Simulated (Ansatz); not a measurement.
# InPd: the cost of one run

Method: DFT LDA, scalar-relativistic, plane waves, PAW, in Ansatz 0.2.0.

### 1 The starting structure

Symmetry: Pm-3m, No. 221, cubic system. The conventional cell has a = 3.272 Å, b = 3.272 Å, c = 3.272 Å, α = 90.00°, β = 90.00°, γ = 90.00°. In (site symmetry m-3m) has 8 Pd at 2.83 Å as nearest neighbours. Pd (site symmetry m-3m) is surrounded by 8 In at 2.83 Å.

Coordinates:

```
CELL_PARAMETERS angstrom
3.27188 0.00000 0.00000
0.00000 3.27188 0.00000
0.00000 0.00000 3.27188
ATOMIC_POSITIONS crystal
In 0.00000 0.00000 0.00000
Pd 0.50000 0.50000 0.50000
```

Source of the structure: the Materials Project (structure only).

(A quick probe on a coarse mesh, which set the mesh and smearing, is not shown.)

### 3 Full relaxation

Input file input.yaml:

```yaml
crystal:
  lattice:
    - [3.27188478, 0.0, 0.0]
    - [0.0, 3.27188478, 0.0]
    - [0.0, 0.0, 3.27188478]
  atoms:
    - { symbol: In, position: [0.0, 0.0, 0.0] }
    - { symbol: Pd, position: [0.5, 0.5, 0.5] }
basis:
  ecutwfc: 420
kpoints:
  mp_grid: { grid: [14, 14, 14] }
hamiltonian:
  xc: lda
scf:
  occupations: { method: gaussian, width: 0.1 }
output:
  forces: true
  stress: true
  eigenvalues: true
  write_density: true
  write_potential: true
  elf: true
  volumetric_format: npy
relax:
  adjacent_minimum: "off"
  f_tol: 0.005
  max_steps: 80
  cell: { stress_tol: 0.05 }
```

The run is started by

```
$ ansatz run input.yaml --threads 2 --pin off --max-ram 5120MiB --backend cpu --events-out ev --progress --plain --runs-dir out
```

Q: Estimate wall time and peak memory on 2 threads of Intel Xeon 6975P-C (Granite Rapids), shared host.

About 7.6 s, with a peak of 0.43 GiB.
